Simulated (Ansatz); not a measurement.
# AgCl (Chlorargyrite): the cost of one run

Computed with Ansatz 0.2.0 (DFT PBE, scalar-relativistic, plane waves, PAW, unless a step's input says otherwise).

The COD entry's cell or inner coordinates are ideal or old and differ from later refinements, so a difference from it is no clean test against experiment.

## Step 1: The starting structure

It takes space group Fm-3m (No. 225, cubic). Conventional cell: a = 5.610 Å, b = 5.610 Å, c = 5.610 Å, α = 90.00°, β = 90.00°, γ = 90.00°. Ag (site symmetry m-3m) is surrounded by 6 Cl at 2.80 Å. Cl (site symmetry m-3m) has 6 Ag at 2.80 Å as nearest neighbours.

As a file:

```xyz
2
Lattice="0.0000 2.8048 2.8048 2.8048 0.0000 2.8048 2.8048 2.8048 0.0000" Properties=species:S:1:pos:R:3 pbc="T T T"
Ag    0.0000    0.0000    0.0000
Cl    2.8048    2.8048    2.8048
```

An earlier run at PBE left this cell at 22.064 Å³/atom and 0.04 GPa (10×10×10 mesh).

## Step 2: Field gradients and densities at the nuclei

Input file input.yaml:

```yaml
crystal:
  lattice:
    - [0.0, 2.8047747577, 2.8047747577]
    - [2.8047747577, 0.0, 2.8047747577]
    - [2.8047747577, 2.8047747577, 0.0]
  atoms:
    - { symbol: Ag, position: [0.0, 0.0, 0.0] }
    - { symbol: Cl, position: [0.5, 0.5, 0.5] }
basis:
  ecutwfc: 420
  ecutrho_ratio: 4
kpoints:
  mp_grid: { grid: [10, 10, 10] }
hamiltonian:
  xc: pbe
  pseudopotentials: { kind: paw, frozen_core: stored }
scf:
  occupations: { method: gaussian, width: 0.05 }
output:
  forces: true
  stress: true
  eigenvalues: true
  efg:
    contact_densities: true
    quadrupole_moments_barn: { Cl: -0.08112 }
```

The run is started by

```console
$ ansatz run input.yaml --threads 1 --pin off --max-ram 2560MiB --backend cpu --events-out ev --progress --plain --runs-dir out
```

What time and memory should one allow on 1 thread of Arm Neoverse V1, shared host?

About 2.9 s, with a peak of 0.31 GiB.
